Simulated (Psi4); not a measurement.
# SiHF3 (SMILES [H][Si](F)(F)F) at 5 levels

We compute a comparison of 5 runs (HF/def2-SVP, PBE0/def2-SVP, TPSSh/pcseg-1, SVWN5/6-311G**, MP2/aug-cc-pVDZ) of SiHF3. 

The calculation is run with Psi4 1.11.

**1. The system as given**

SiHF3: 5 atoms, total charge 0, spin state singlet. As SMILES, `[H][Si](F)(F)F`. The shape is that of a GFN2-xTB optimisation.

Bond lengths: Si1–F3 1.580 Å, Si1–F4 1.580 Å, Si1–F5 1.580 Å, Si1–H2 1.427 Å. Angles: F3–Si1–F4 105.4°, F3–Si1–F5 105.4°, F4–Si1–F5 105.3°, H2–Si1–F3 113.2°, H2–Si1–F4 113.4°, H2–Si1–F5 113.3°.

**2. Energy and gradient at HF/def2-SVP (run 1)**

Contents of f3hsi.inp:

```
memory 1600 mb

molecule system {
  Si     0.000340    -0.000830     0.089700
  H      0.013020    -0.018610     1.516860
  F      1.447640     0.010870    -0.544430
  F     -0.734060     1.260040    -0.516490
  F     -0.726940    -1.251460    -0.545640
  symmetry c1
}

set {
  puream        true
  e_convergence 1e-09
  d_convergence 1e-08
  scf_type      pk
}

E, wfn = gradient('scf/def2-SVP', return_wfn=True)
oeprop(wfn, 'WIBERG_LOWDIN_INDICES', 'MAYER_INDICES', 'LOWDIN_CHARGES')
```

Run with:

```
$ psi4 -n 1 f3hsi.inp f3hsi.out
```

f3hsi.out:

```text
[...]
  Running in c1 symmetry.
[...]
  Nuclear repulsion =  188.627846615788286
[...]
  Multiplicity = 1
[...]
  Nalpha       = 21
  Nbeta        = 21
[...]
    Number of basis functions: 65
[...]
   @RHF iter   1:  -587.60574677011027   -8.43447e-01   7.10633e-03 ADIIS/DIIS
[...]
   @RHF iter  10:  -587.68479635090489   -2.95586e-12   3.61633e-09 DIIS
[...]
    Orbital Energies [Eh]
    ---------------------
    Doubly Occupied:
       1A    -68.901578     2A    -26.308530     3A    -26.308449
       4A    -26.308420     5A     -6.258717     6A     -4.371622
       7A     -4.371620     8A     -4.369308     9A     -1.616867
      10A     -1.583917    11A     -1.583862    12A     -0.831656
      13A     -0.749756    14A     -0.749643    15A     -0.737555
      16A     -0.697565    17A     -0.697441    18A     -0.667956
      19A     -0.667878    20A     -0.652799    21A     -0.583272
[...]
  @RHF Final Energy:  -587.68479635090489
   => Energetics <=
    Nuclear Repulsion Energy =            188.6278466157882860
    One-Electron Energy =               -1194.5884636840698931
    Two-Electron Energy =                 418.2758207173767460
    Total Energy =                       -587.6847963509048896
[...]
 Multipole Moments:
 ------------------------------------------------------------------------------------
     Multipole            Electronic (a.u.)      Nuclear  (a.u.)        Total (a.u.)
 ------------------------------------------------------------------------------------
 L = 1.  Multiply by 2.5417464519 to convert [e a0] to [Debye]
 Dipole X            :         -0.0136514            0.0197863            0.0061349
 Dipole Y            :          0.0188776           -0.0286858           -0.0098082
 Dipole Z            :         -1.4732115            2.3632736            0.8900621
 Magnitude           :                                                    0.8901372
[...]
  -Total Gradient:
     Atom            X                  Y                   Z
    ------   -----------------  -----------------  -----------------
       1        0.000048302656    -0.000200669834     0.023751751898
       2        0.000095325830     0.000046060076    -0.009004687298
       3       -0.006848123140     0.000033112167    -0.004750378724
       4        0.003372412944    -0.006040802280    -0.005102617221
       5        0.003332081710     0.006162299871    -0.004894068653
[...]
```

Wall time 5.4 s (1 thread of AMD EPYC, shared host); peak memory 0.21 GiB.

**3. Energy and forces at PBE0/def2-SVP (run 2)**

Contents of job.in:

```
memory 1600 MB

molecule {
  Si
  H 1 1.427327
  F 1 1.580169 2 113.15461
  F 1 1.580064 2 113.43282 3 -120.03154
  F 1 1.580085 2 113.3455 3 119.98501
  symmetry c1
}

set {
  basis def2-SVP
  reference rks
  puream true
  e_convergence 1e-09
  d_convergence 1e-08
  scf_type pk
  dft_radial_points 99
  dft_spherical_points 590
}

gradient('pbe0')
```

Run with:

```
$ psi4 job.in job.out -n 1
```

job.out:

```text
[...]
  Running in c1 symmetry.
[...]
  Nuclear repulsion =  188.627865084253472
[...]
  Multiplicity = 1
[...]
  Nalpha       = 21
  Nbeta        = 21
[...]
    Number of basis functions: 65
[...]
   @RKS iter   1:  -588.96972307184012   -3.96307e-01   8.40771e-03 DIIS/ADIIS
[...]
   @RKS iter   9:  -589.06311839447505   -2.21689e-11   8.85069e-09 DIIS
[...]
    Orbital Energies [Eh]
    ---------------------
    Doubly Occupied:
       1A    -66.364193     2A    -24.785228     3A    -24.785116
       4A    -24.785080     5A     -5.446001     6A     -3.785311
       7A     -3.785303     8A     -3.781422     9A     -1.244060
      10A     -1.212163    11A     -1.212112    12A     -0.613741
      13A     -0.533726    14A     -0.533660    15A     -0.526332
      16A     -0.480414    17A     -0.480316    18A     -0.453637
      19A     -0.453563    20A     -0.437712    21A     -0.420509
[...]
  @RKS Final Energy:  -589.06311839447505
   => Energetics <=
    Nuclear Repulsion Energy =            188.6278650842534717
    One-Electron Energy =               -1194.9486720847849028
    Two-Electron Energy =                 456.9433366530035983
    DFT Exchange-Correlation Energy =     -39.6856480469472004
    Empirical Dispersion Energy =           0.0000000000000000
    VV10 Nonlocal Energy =                  0.0000000000000000
    Total Energy =                       -589.0631183944750546
[...]
 Multipole Moments:
 ------------------------------------------------------------------------------------
     Multipole            Electronic (a.u.)      Nuclear  (a.u.)        Total (a.u.)
 ------------------------------------------------------------------------------------
 L = 1.  Multiply by 2.5417464519 to convert [e a0] to [Debye]
 Dipole X            :         -0.0003217           -0.0007597           -0.0010814
 Dipole Y            :         -0.0002497           -0.0012087           -0.0014584
 Dipole Z            :         -1.6198879            2.3635299            0.7436420
 Magnitude           :                                                    0.7436442
[...]
  -Total Gradient:
     Atom            X                  Y                   Z
    ------   -----------------  -----------------  -----------------
       1       -0.000079352110    -0.000139485451     0.015534178349
       2        0.000058004557     0.000152156904    -0.016254184004
       3        0.000041248646    -0.018509108548     0.000286596966
       4        0.016194238213     0.009230625510     0.000215167803
       5       -0.016253146710     0.009260652186     0.000239239704
[...]
```

It took 18 s on 1 thread of AMD EPYC, shared host; peak memory 0.68 GiB.

**4. Energy and gradient at TPSSh/pcseg-1 (run 3)**

Contents of run.py:

```python
import psi4

psi4.set_memory('1600 MB')
psi4.set_num_threads(1)
psi4.set_output_file('output.dat', False)

geom = psi4.geometry("""
0 1
Si     0.00064251    -0.00156847     0.16950843
H      0.02460423    -0.03516780     2.86644997
F      2.73564313     0.02054132    -1.02882359
F     -1.38717236     2.38113051    -0.97602465
F     -1.37371751    -2.36491666    -1.03111016
units au
symmetry c1
no_reorient
no_com
""")

psi4.set_options({
    'basis': 'pcseg-1',
    'puream': True,
    'e_convergence': 1e-09,
    'd_convergence': 1e-08,
    'scf_type': 'pk',
    'dft_radial_points': 99,
    'dft_spherical_points': 590,
})

energy_value, wavefunction = psi4.gradient('tpssh', return_wfn=True)
psi4.oeprop(wavefunction, 'MULLIKEN_CHARGES', 'DIPOLE', 'MAYER_INDICES')
print('gradient / Eh bohr^-1')
print(energy_value.np.round(6))
print(f'energy = {wavefunction.energy():.10f} Eh')
```

Run with:

```
$ python run.py
```

output.dat:

```text
[...]
  Running in c1 symmetry.
[...]
  Nuclear repulsion =  188.627846555791308
[...]
  Multiplicity = 1
[...]
  Nalpha       = 21
  Nbeta        = 21
[...]
    Number of basis functions: 65
[...]
   @RKS iter   1:  -589.60836355725587   -3.28989e-01   9.56601e-03 ADIIS/DIIS
[...]
   @RKS iter   9:  -589.72839415494661   -6.49152e-11   5.81170e-09 DIIS
[...]
  @RKS Final Energy:  -589.72839415494661
   => Energetics <=
    Nuclear Repulsion Energy =            188.6278465557913080
    One-Electron Energy =               -1194.9224679504229698
    Two-Electron Energy =                 464.3021144849545863
    DFT Exchange-Correlation Energy =     -47.7358872452694740
    Empirical Dispersion Energy =           0.0000000000000000
    VV10 Nonlocal Energy =                  0.0000000000000000
    Total Energy =                       -589.7283941549466135
[...]
  -Total Gradient:
     Atom            X                  Y                   Z
    ------   -----------------  -----------------  -----------------
       1       -0.000077407503    -0.000012444596     0.007101586587
       2        0.000023431891     0.000126472029    -0.014833943609
       3       -0.023556392604    -0.000118710293     0.002810782743
       4        0.011855719529    -0.020563586463     0.002181082017
       5        0.011769847694     0.020637964749     0.002731532167
[...]
 Multipole Moments:
 ------------------------------------------------------------------------------------
     Multipole            Electronic (a.u.)      Nuclear  (a.u.)        Total (a.u.)
 ------------------------------------------------------------------------------------
 L = 1.  Multiply by 2.5417464519 to convert [e a0] to [Debye]
 Dipole X            :          0.1990751           -0.1936213            0.0054538
 Dipole Y            :         -0.2824307            0.2736702           -0.0087606
 Dipole Z            :         22.8765489          -22.0840576            0.7924913
 Magnitude           :                                                    0.7925585
[...]
  Mulliken Charges: (a.u.)
   Center  Symbol    Alpha    Beta     Spin     Total
       1    SI     6.38243  6.38243  0.00000  1.23514
       2     H     0.55632  0.55632  0.00000 -0.11265
       3     F     4.68713  4.68713  0.00000 -0.37426
       4     F     4.68704  4.68704  0.00000 -0.37408
       5     F     4.68708  4.68708  0.00000 -0.37415
   Total alpha = 21.00000, Total beta = 21.00000, Total charge =  0.00000
  Mayer Bond Indices:
[...]
```

Standard output:

```text
gradient / Eh bohr^-1
[[-7.7000e-05 -1.2000e-05  7.1020e-03]
 [ 2.3000e-05  1.2600e-04 -1.4834e-02]
 [-2.3556e-02 -1.1900e-04  2.8110e-03]
 [ 1.1856e-02 -2.0564e-02  2.1810e-03]
 [ 1.1770e-02  2.0638e-02  2.7320e-03]]
energy = -589.7283941549 Eh
```

Wall time 49 s (1 thread of AMD EPYC, shared host); peak memory 0.82 GiB.

Run 4 isn't shown in full; the table further down has it.

**5. The energy at MP2/aug-cc-pVDZ (run 5)**

Contents of job.json:

```json
{
 "schema_name": "qcschema_input",
 "schema_version": 1,
 "molecule": {
  "schema_name": "qcschema_molecule",
  "schema_version": 2,
  "symbols": ["Si", "H", "F", "F", "F"],
  "geometry": [0.00064251, -0.00156847, 0.16950843, 0.02460423, -0.0351678, 2.86644997, 2.73564313, 0.02054132, -1.02882359, -1.38717236, 2.38113051, -0.97602465, -1.37371751, -2.36491666, -1.03111016],
  "molecular_charge": 0,
  "molecular_multiplicity": 1,
  "fix_symmetry": "c1",
  "fix_com": true,
  "fix_orientation": true
 },
 "driver": "energy",
 "model": {
  "method": "mp2",
  "basis": "aug-cc-pVDZ"
 },
 "keywords": {
  "reference": "rhf",
  "puream": true,
  "e_convergence": 1e-09,
  "d_convergence": 1e-08,
  "scf_type": "pk",
  "num_frozen_docc": 8,
  "mp2_type": "conv"
 }
}
```

Run with:

```
$ psi4 --qcschema job.json -n 1 --memory 1600MB
```

stdout:

```text
[...]
  Running in c1 symmetry.
[...]
  Nuclear repulsion =  188.627846555791308
[...]
  Multiplicity = 1
[...]
  Nalpha       = 21
  Nbeta        = 21
[...]
    Number of basis functions: 105
[...]
   @RHF iter   1:  -587.97221451114399   -8.62794e-01   4.73388e-03 ADIIS/DIIS
[...]
   @RHF iter  10:  -588.05868640825815   -1.25056e-12   3.21579e-09 DIIS
[...]
    Orbital Energies [Eh]
    ---------------------
    Doubly Occupied:
       1A    -68.937319     2A    -26.329423     3A    -26.329367
       4A    -26.329355     5A     -6.269528     6A     -4.378140
       7A     -4.378138     8A     -4.376240     9A     -1.648365
      10A     -1.616896    11A     -1.616842    12A     -0.839991
      13A     -0.751236    14A     -0.751121    15A     -0.736854
      16A     -0.697071    17A     -0.696944    18A     -0.668690
      19A     -0.668614    20A     -0.653703    21A     -0.582448
[...]
  @RHF Final Energy:  -588.05868640825815
   => Energetics <=
    Nuclear Repulsion Energy =            188.6278465557913080
    One-Electron Energy =               -1194.8604985930155635
    Two-Electron Energy =                 418.1739656289661866
    Total Energy =                       -588.0586864082581542
[...]
 Multipole Moments:
 ------------------------------------------------------------------------------------
     Multipole            Electronic (a.u.)      Nuclear  (a.u.)        Total (a.u.)
 ------------------------------------------------------------------------------------
 L = 1.  Multiply by 2.5417464519 to convert [e a0] to [Debye]
 Dipole X            :          0.1997309           -0.1936213            0.0061096
 Dipole Y            :         -0.2832999            0.2736702           -0.0096297
 Dipole Z            :         22.9496402          -22.0840576            0.8655825
 Magnitude           :                                                    0.8656577
[...]
	SCS-MP2 Total Energy (a.u.)        :  -588.74329425326653
	SOS-MP2 Total Energy (a.u.)        :  -588.67957027214163
	SCSN-MP2 Total Energy (a.u.)       :  -588.39514902859742
[...]
	SOS-PI-MP2 Total Energy (a.u.)     :  -588.78305091612219
[...]
	MP2 Total Energy (a.u.)            :  -588.76726157153576
[...]
```

The result, in JSON:

```text
{
 "driver": "energy",
 "model": {
  "method": "mp2",
  "basis": "aug-cc-pVDZ"
 },
 "success": true,
 "return_result": -588.7672615715358,
 "properties": {
  "calcinfo_nbasis": 105,
  "calcinfo_nmo": 105,
  "calcinfo_nalpha": 21,
  "calcinfo_nbeta": 21,
  "calcinfo_natom": 5,
  "nuclear_repulsion_energy": 188.6278465557913,
  "return_energy": -588.7672615715358,
  "scf_one_electron_energy": -1194.8604985930156,
  "scf_two_electron_energy": 418.1739656289662,
  "scf_dipole_moment": [0.006109642343387511, -0.009629722842925847, 0.8655825419702765],
  "scf_total_energy": -588.0586864082582,
  "scf_iterations": 10,
  "mp2_same_spin_correlation_energy": -0.191171943374627,
  "mp2_opposite_spin_correlation_energy": -0.5174032199029225,
  "mp2_singles_energy": 0.0,
  "mp2_doubles_energy": -0.7085751632775495,
  "mp2_correlation_energy": -0.708575163277601,
  "mp2_total_energy": -588.7672615715358
 }
}
```

Wall time 24 s (1 thread of AMD EPYC, shared host); peak memory 0.68 GiB.

**6. Overview of the runs**

```
run            level                 properties         integration grid  energy (Eh)  dipole moment (D)  HOMO energy (eV)  LUMO energy (eV)  wall time
  1      HF/def2-SVP    (wiberg, mayer, lowdin)                        –  -587.684796               2.26            -15.87              5.05      5.4 s
  2    PBE0/def2-SVP                          –  99 radial × 590 angular  -589.063118               1.89            -11.44              1.53       18 s
  3    TPSSh/pcseg-1  (mulliken, dipole, mayer)  99 radial × 590 angular  -589.728394               2.01            -10.90              0.61       49 s
  4   SVWN5/6-311G**                          –  99 radial × 590 angular  -586.850621               1.95             -9.94             -0.10       13 s
  5  MP2/aug-cc-pVDZ                          –                        –  -588.767262                  –            -15.85              1.26       24 s
```

**7. What came out**

| quantity | value |
| --- | --- |
| run 5: total energy | -588.76726 Eh |
| run 5: HOMO energy (Hartree–Fock orbitals) | -15.85 eV |
| run 5: LUMO energy (Hartree–Fock orbitals) | 1.26 eV |
| run 5: HOMO–LUMO gap (Hartree–Fock orbitals) | 17.11 eV |
| run 5: correlation energy (8 core orbitals frozen) | -708.6 mEh |

**Reading.** Over runs 1, 2, 3, 4 the dipole moment (its size) runs from 1.89 D (PBE0/def2-SVP) to 2.26 D (HF/def2-SVP). Over runs 1, 2, 3, 4 the HOMO–LUMO gap runs from 9.85 eV (SVWN5/6-311G**) to 20.93 eV (HF/def2-SVP). The two ends differ in method and basis. Totals of different functionals can't be ranked against each other. All runs together took 1.8 min, the longest 49 s.
